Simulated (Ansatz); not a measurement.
# TiCdC6N6: the cost of one run

Computed with Ansatz 0.2.0 (DFT PBE, scalar-relativistic, plane waves, PAW, unless a step's input says otherwise).

**1. The structure to begin with**

Symmetry: Fm-3m, No. 225, cubic system. Conventional cell: a = 10.402 Å, b = 10.402 Å, c = 10.402 Å, α = 90.00°, β = 90.00°, γ = 90.00°. Around Ti (site symmetry m-3m) lie 6 N at 2.03 Å. Cd (site symmetry m-3m) is surrounded by 6 C at 2.00 Å. Around C (site symmetry 4mm) lie 1 N at 1.17 Å. N (site symmetry 4mm) is surrounded by 1 C at 1.17 Å.

As a file:

```cif
data_structure
_symmetry_space_group_name_H-M 'Fm-3m'
_symmetry_Int_Tables_number 225
_cell_length_a 10.4020
_cell_length_b 10.4020
_cell_length_c 10.4020
_cell_angle_alpha 90.000
_cell_angle_beta 90.000
_cell_angle_gamma 90.000
_cell_volume 1125.51
loop_
_atom_site_label
_atom_site_type_symbol
_atom_site_symmetry_multiplicity
_atom_site_Wyckoff_symbol
_atom_site_fract_x
_atom_site_fract_y
_atom_site_fract_z
_atom_site_occupancy
Ti1 Ti 4 b 0.50000 0.00000 0.00000 1
Cd1 Cd 4 a 0.00000 0.00000 0.00000 1
C1 C 24 e 0.19237 0.00000 0.00000 1
N1 N 24 e 0.30485 0.00000 0.00000 1
```

A structure generator made this guess: cyanide-bridged rock-salt net of two metals, 0 guest cations a cell (Fm-3m, No. 225). Its size is a rough estimate.

**2. Probe: one point on a coarse mesh**

The input, input.yaml:

```yaml
crystal:
  lattice:
    - [0.0, 5.201, 5.201]
    - [5.201, 0.0, 5.201]
    - [5.201, 5.201, 0.0]
  atoms:
    - { symbol: Ti, position: [0.5, 0.5, 0.5], spin: 1.0 }
    - { symbol: Cd, position: [0.0, 0.0, 0.0] }
    - { symbol: C, position: [0.80763315, 0.19236685, 0.19236685] }
    - { symbol: C, position: [0.19236685, 0.80763315, 0.19236685] }
    - { symbol: C, position: [0.19236685, 0.19236685, 0.80763315] }
    - { symbol: C, position: [0.19236685, 0.80763315, 0.80763315] }
    - { symbol: C, position: [0.80763315, 0.19236685, 0.80763315] }
    - { symbol: C, position: [0.80763315, 0.80763315, 0.19236685] }
    - { symbol: "N", position: [0.69515478, 0.30484522, 0.30484522] }
    - { symbol: "N", position: [0.30484522, 0.69515478, 0.30484522] }
    - { symbol: "N", position: [0.30484522, 0.30484522, 0.69515478] }
    - { symbol: "N", position: [0.30484522, 0.69515478, 0.69515478] }
    - { symbol: "N", position: [0.69515478, 0.30484522, 0.69515478] }
    - { symbol: "N", position: [0.69515478, 0.69515478, 0.30484522] }
basis:
  ecutwfc: 420
kpoints:
  mp_grid: { grid: [4, 4, 4] }
hamiltonian:
  xc: pbe
scf:
  occupations: { method: gaussian, width: 0.1 }
  lower_state_search: "off"
output:
  forces: true
  stress: true
  eigenvalues: true
  populations: true
magnetization:
  spin_polarized: true
```

Command:

```console
ansatz run input.yaml --threads 1 --pin off --max-ram 2560MiB --backend cpu --events-out ev --progress --plain --runs-dir out
```

What time and memory should one allow on 1 thread of Intel Xeon 6975P-C (Granite Rapids), shared host?

About 24 s, with a peak of 0.77 GiB.
